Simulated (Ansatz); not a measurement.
# Cl2O2Ti: the cost of one run

Computed with Ansatz 0.2.0, Gaussian basis. Level: UKS PBE0/def2-TZVP.

### 1 The starting structure

5 atoms, charge 0, spin multiplicity 5.

Atoms are counted from 1 here; the program's logs count them from 0.

Bond lengths: Ti1–O2 1.701 Å, Ti1–O3 1.683 Å, Ti1–Cl4 2.415 Å, Ti1–Cl5 2.238 Å. Angles: O2–Ti1–O3 127.3°, O2–Ti1–Cl4 65.9°, O2–Ti1–Cl5 126.6°, O3–Ti1–Cl4 145.1°, O3–Ti1–Cl5 106.0°, Cl4–Ti1–Cl5 71.0°.

Coordinates:

```
atom     x (Å)     y (Å)     z (Å)
 Ti1   0.00703  -0.20270   0.72852
  O2   0.34036   1.39839   1.19443
  O3  -0.72481  -1.40375   1.65360
 Cl4  -0.32334   1.42356  -1.02587
 Cl5   0.48734  -1.14746  -1.24302
```

The start was built by rule and, where that kept it together, relaxed with GFN2-xTB. Sticks and bond lists go by distance. 

### 2 The run

Contents of in.yaml:

```yaml
crystal:
  periodic: [false, false, false]
  atoms:
    - {symbol: Ti, position_ang: [0.007033, -0.202705, 0.728517]}
    - {symbol: O, position_ang: [0.340364, 1.398394, 1.194431]}
    - {symbol: O, position_ang: [-0.724806, -1.403750, 1.653601]}
    - {symbol: Cl, position_ang: [-0.323338, 1.423565, -1.025867]}
    - {symbol: Cl, position_ang: [0.487336, -1.147465, -1.243016]}
basis:
  gaussian: {orbitals: def2-TZVP}
magnetization: {spin_polarized: true, initial_magnetization: 4}
hamiltonian: {xc: pbe0}
relax: {f_tol: 0.004, max_steps: 80}
```

Started as:

```console
> ansatz run in.yaml --threads 1 --pin off --events-out ev --progress --plain --max-ram 2176MiB
```

What time and memory should one allow on 1 thread of Intel Xeon Platinum 8375C at 2.90GHz, shared host?

About 12 min, with a peak of 0.99 GiB.
